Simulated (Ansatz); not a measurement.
Crystal: CaNi2.

```
CELL_PARAMETERS angstrom
0.00000 3.56266 3.56266
3.56266 0.00000 3.56266
3.56266 3.56266 0.00000
ATOMIC_POSITIONS crystal
Ni 0.12500 0.12500 0.62500
Ni 0.12500 0.62500 0.12500
Ni 0.62500 0.12500 0.12500
Ni 0.12500 0.12500 0.12500
Ca 0.75000 0.75000 0.75000
Ca 0.50000 0.50000 0.50000
```

The cell is a database's computed one.

| Quantity | Value |
| --- | --- |
| Program | Ansatz 0.2.0 |
| Task | relaxation of cell and atoms |
| Functional | PBE |
| Potentials or basis | Ansatz PAW |
| Cutoff | 420 eV (not typed: the program's choice for these potentials) |
| k mesh | 7 × 7 × 7 |
| Occupations | fermi-dirac, width 0.05 eV |
| Spin | collinear spin, ferromagnetic start |
| Starting moments | [1.0, 1.0, 1.0, 1.0, 0.0, 0.0] μB |

At the start: volume 15.07 Å³/atom.

How do energy, volume and symmetry change on relaxing?

It ends after 4 steps and the volume is 15.53 Å³/atom (+3.0 %); space group Fd-3m (No. 227, to 0.05 Å); moment 0.00 μB per cell.

Step by step:
```tsv
step	energy change (eV)	largest force (eV/Å)	volume (Å³)
1	0.0000	0.0000	90.44
2	-0.0240	0.0000	92.75
3	-0.0246	0.0000	93.20
4	-0.0250	0.0000	93.20
```

Final structure:
```xyz
6
Lattice="0.0000 3.5985 3.5985 3.5985 0.0000 3.5985 3.5985 3.5985 0.0000" Properties=species:S:1:pos:R:3 pbc="T T T"
Ni    2.6989    2.6989    0.8996
Ni    2.6989    0.8996    2.6989
Ni    0.8996    2.6989    2.6989
Ni    0.8996    0.8996    0.8996
Ca    5.3978    5.3978    5.3978
Ca    3.5985    3.5985    3.5985
```

Caveat: the plane-wave basis is chosen anew once the cell has moved, so the energies of steps on either side of that aren't comparable; the starting moments weren't kept.
